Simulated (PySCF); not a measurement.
# CCSD(T)/def2-TZVPP (core potential) run of InF (SMILES [F][In])

What is the vertical singlet–triplet gap of InF at CCSD(T)/def2-TZVPP (core potential)? The job is set up through a Python script.

The results are computed with PySCF 2.14.0.

4 further runs of the same task are left out: 4 set aside as unsound or not needed.

**1. The molecule**

The species is InF (2 atoms), meant as a singlet with charge 0. As SMILES, `[F][In]`. The shape is that of a PBE0-D4/def2-TZVP optimisation.

Bond lengths: F1–In2 1.994 Å.

**2. A single-point energy at CCSD(T)/def2-TZVPP (core potential)**

The input, job.py:

```python
from pyscf import gto, scf, cc

mol = gto.Mole()
mol.atom = '''
F      0.000000     0.000000     0.030066
In     0.000000     0.000000     3.797556
'''
mol.basis = 'def2-tzvpp'
mol.spin = 0
mol.ecp = {'In': 'def2-svp'}
mol.unit = 'bohr'
mol.charge = 0
mol.max_memory = 1860
mol.verbose = 3
mol.build()

mf = scf.RHF(mol)
mf.conv_tol = 1e-10
mf.kernel()
if not mf.converged:
    mf = mf.newton().run(mf.mo_coeff, mf.mo_occ)

mycc = cc.CCSD(mf, frozen=5)
mycc.kernel()
e_t = mycc.ccsd_t()
e_tot = mycc.e_tot + e_t
print('E(%s) = %.9f' % ('CCSD(T)', e_tot))
```

Launch:

```bash
$ OMP_NUM_THREADS=1 python job.py
```

Standard output:

```text
converged SCF energy = -288.755946326519
E(CCSD) = -289.270858807704  E_corr = -0.5149124811846418
CCSD(T) correction = -0.0152185699967078
E(CCSD(T)) = -289.286077378
```

Run time: 21 s. Hardware: 1 thread of Arm Neoverse V1, shared host; peak memory 0.35 GiB.

**3. The triplet**

The input, job.py:

```python
from pyscf import gto, scf, cc

mol = gto.M(
    atom='F 0.000000 0.000000 0.015910; In -0.000000 -0.000000 2.009580',
    verbose=3,
    charge=0,
    ecp={'In': 'def2-svp'},
    max_memory=1860,
    spin=2,
    basis='def2-tzvpp',
)

mf = scf.UHF(mol)
mf.conv_tol = 1e-10
mf.kernel()
if not mf.converged:
    mf = mf.newton().run(mf.mo_coeff, mf.mo_occ)

mycc = cc.CCSD(mf, frozen=5)
mycc.kernel()
e_t = mycc.ccsd_t()
energy = mycc.e_tot + e_t
print('E(%s) = %.9f' % ('CCSD(T)', energy))
```

Launch:

```bash
$ OMP_NUM_THREADS=1 python job.py
```

Standard output:

```text
WARN: HOMO -0.352171972930648 >= LUMO -0.769844782045205

converged SCF energy = -288.653458037393  <S^2> = 2.0062955  2S+1 = 3.0041941
E(UCCSD) = -289.1327543460162  E_corr = -0.4792963086229812
UCCSD(T) correction = -0.0138288885357159
E(CCSD(T)) = -289.146583235
```

Run time: 1.9 min. Hardware: 1 thread of Arm Neoverse V1, shared host; peak memory 1.5 GiB.

**4. Results**

At CCSD(T)/def2-TZVPP (core potential), 5 core orbitals frozen:

| quantity | value |
| --- | --- |
| singlet: total energy | -289.28608 Eh |
| singlet: dipole moment (Hartree–Fock density) | 3.28 D |
| singlet: HOMO energy (Hartree–Fock orbitals) | -9.55 eV |
| singlet: LUMO energy (Hartree–Fock orbitals) | 0.54 eV |
| singlet: HOMO–LUMO gap (Hartree–Fock orbitals) | 10.10 eV |
| singlet: correlation energy (5 core orbitals frozen) | -530.1 mEh |
| singlet: (T) correction | -15.22 mEh |
| singlet: T1 diagnostic | 0.018 |
| triplet: total energy | -289.14658 Eh |
| triplet: dipole moment (Hartree–Fock density) | 3.63 D |
| triplet: HOMO energy (Hartree–Fock orbitals) (highest over α and β) | -6.54 eV |
| triplet: LUMO energy (Hartree–Fock orbitals) (lowest over α and β) | -1.55 eV |
| triplet: correlation energy (5 core orbitals frozen) | -493.1 mEh |
| triplet: (T) correction | -13.83 mEh |
| triplet: ⟨S²⟩ of the reference determinant | 2.006 |
| triplet: T1 diagnostic | 0.022 |
| vertical energy of the triplet above the singlet | 3.796 eV |

At this shape the triplet lies 3.80 eV (366 kJ/mol) above the singlet. The triples (singlet) make up 2.9 % of the correlation energy. The triples (triplet) make up 2.8 % of the correlation energy.
